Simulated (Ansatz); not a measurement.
Working through a ladder of methods at one geometry of BrF2H3Si2, SMILES F[Si](F)([SiH3])Br

Program: Ansatz 0.2.0, Python API.

Interactive session:
```pycon
>>> from pathlib import Path
>>> import ansatz as az
>>> import numpy as np
>>> geometry = (
...     az.Crystal.molecule()
...     .atom("F", (1.7226, -0.3604, 1.5287))
...     .atom("Si", (1.1085, -0.1179, 0.0252))
...     .atom("F", (1.6059, -1.3296, -0.8947))
...     .atom("Si", (-1.122, -0.0216, 0.0216))
...     .atom("Br", (1.9524, 1.7657, -0.8038))
...     .atom("H", (-1.7047, 1.1118, 0.8557))
...     .atom("H", (-1.7718, -1.2829, 0.5688))
...     .atom("H", (-1.6987, 0.1778, -1.3574))
... )
>>> calc = geometry.calculation().basis(gaussian="def2-SVP")
>>> print("functional    E (Ha)        dipole (D)   HOMO (eV)  LUMO (eV)")
functional    E (Ha)        dipole (D)   HOMO (eV)  LUMO (eV)
>>> for name in ["b3lyp", "cam_b3lyp", "pbe0", "pbe", "hf", "hse06"]:
...     data = calc.functional(name).forces().orbitals().run(runs_dir="runs").report
...     lines = Path(data["orbitals_path"]).read_text().splitlines()
...     field_of = lambda key: [line.split("=")[1].strip() for line in lines if line.startswith(key)]
...     orbitals = [(27.211386 * float(e), s, float(n)) for e, s, n in zip(field_of("Ene="), field_of("Spin="), field_of("Occup="))]
...     homo = max(e for e, _, n in orbitals if n > 0.5)
...     lumo = min(e for e, _, n in orbitals if n < 0.5)
...     dipole = 4.803205 * np.linalg.norm(data["charge_distribution"]["dipole_moment_e_ang"])
...     print(f"{name:10s} {data['free_energy_ev'] / 27.211386246:14.6f} {dipole:9.3f} {homo:11.3f} {lumo:10.3f}")
...
b3lyp        -3354.199521     1.401      -8.578     -0.849
cam_b3lyp    -3354.221758     1.453     -10.133      0.448
pbe0         -3353.403152     1.480      -8.902     -0.759
pbe          -3353.255573     1.289      -7.556     -1.529
hf           -3350.404746     1.647     -11.911      2.612
hse06        -3353.387002     1.477      -8.505     -1.137
```

Reading the output:
- Total energies depend on the basis set; only differences at equal settings carry meaning.
- The geometry is a force-field or estimated start, not a minimum of this method, and the basis set is short of its limit. A lower total doesn't mark the better method: functionals have no common bound, and MP2 and coupled cluster aren't variational.
- b3lyp holds the VWN-RPA fit, as in Gaussian; the form of ORCA and Turbomole is b3lyp5.
- Levels such as HOMO and LUMO are orbital energies: with these approximate functionals they aren't the ionisation energy and electron affinity, and their gap isn't the fundamental gap.
- hse06 follows the composition of plane-wave codes, whose totals differ by tens of mHa, up to about 0.1 Ha, from the form usual in Gaussian-basis programs (wpbeh).
- Finished in 32 s on 1 thread of Arm Neoverse V1, with other jobs on the host, peak memory 0.37 GiB.
